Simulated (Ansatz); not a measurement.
# Nickel, dhcp under PBEsol: from relaxation to bulk modulus

What does PBEsol give for nickel in the dhcp structure? We relax it, solve it on a dense k-mesh, then scale the cell to 7 volumes from 88 to 112 % of the relaxed one and try a fit of the equation of state. Spin polarisation is left out, though the real metal is magnetic, so this state lies above the ground state. The k-meshes are 14×14×4 for the relaxation; 19×19×5 for the dense run; 17×17×5 for the volumes.

Method: DFT PBEsol, plane waves (420 eV) with PAW, scalar-relativistic; PBE-made PAW files, in Ansatz 0.2.0.

**1. The starting structure**

The structure is hexagonal, space group P6_3/mmc (No. 194). Conventional cell: a = 2.492 Å, b = 2.492 Å, c = 8.138 Å, α = 90.00°, β = 90.00°, γ = 120.00°. Ni (site symmetry -3m) has 12 Ni at 2.49 Å as nearest neighbours. Ni (site symmetry -6m2) has 12 Ni at 2.49 Å as nearest neighbours.

Structure file:

```
Ni
1.0
     2.49176    0.00000    0.00000
    -1.24588    2.15792    0.00000
     0.00000    0.00000    8.13807
Ni
4
Direct
  0.00000 0.00000 0.00000
  0.00000 0.00000 0.50000
  0.33333 0.66667 0.25000
  0.66667 0.33333 0.75000
```

**2. Geometry optimisation**

File input.yaml:

```yaml
crystal:
  lattice:
    - [2.491755966, 0.0, 0.0]
    - [-1.245877983, 2.1579239666, 0.0]
    - [0.0, 0.0, 8.138074985]
  atoms:
    - { symbol: Ni, position: [0.0, 0.0, 0.0] }
    - { symbol: Ni, position: [0.0, 0.0, 0.5] }
    - { symbol: Ni, position: [0.3333333333, 0.6666666667, 0.25] }
    - { symbol: Ni, position: [0.6666666667, 0.3333333333, 0.75] }
hamiltonian:
  xc: pbesol
  pseudopotentials:
    kind: paw
    azcp:
      Ni: "pseudopotentials/Ni.paw.azcp"
basis:
  ecutwfc: 420
  fft_grid_basis: typed
kpoints:
  mp_grid: { grid: [14, 14, 4], shift: [0, 0, 0] }
magnetization:
  spin_polarized: false
scf:
  occupations: { method: fermi_dirac, width: 0.1 }
relax:
  max_steps: 60
  f_tol: 0.01
  cell: {}
```

Further steps of the session: The energy on a finer k-mesh; At 88 % of the relaxed volume; At 92 % of the relaxed volume; At 96 % of the relaxed volume; At 100 % of the relaxed volume; At 104 % of the relaxed volume; At 108 % of the relaxed volume; At 112 % of the relaxed volume.

What does the calculation give? Wanted: space group; conventional cell; volume; shortest distance; gap on the mesh; relative to fcc, ferromagnetic; V₀, B₀, B₀′.

**Answer**, as computed:

| quantity | value |
| --- | --- |
| space group (spins left aside) | P6_3/mmc (No. 194) |
| conventional cell | a = 2.445 Å, c = 8.010 Å (c/a = 3.276) |
| volume | 10.368 Å³/atom |
| shortest distance | 2.445 Å |
| gap on the mesh | none (levels filled in part) |
| relative to fcc, ferromagnetic | +58 meV/atom |
| V₀, B₀, B₀′ | 10.344 Å³/atom, 233 GPa, 4.8 |

The relaxation shrank the cell by 5.2 % in volume. Against the reference form of nickel (fcc, ferromagnetic, computed apart with the same settings) it stands 58 meV/atom higher; part of this is magnetic energy, as this run has no moments. No gap shows: it is a metal or semimetal at this level. The fitted modulus is 233 GPa; letting shape and positions relax at each volume could only lower it. Relaxation kept the symmetry; phonons were not checked.
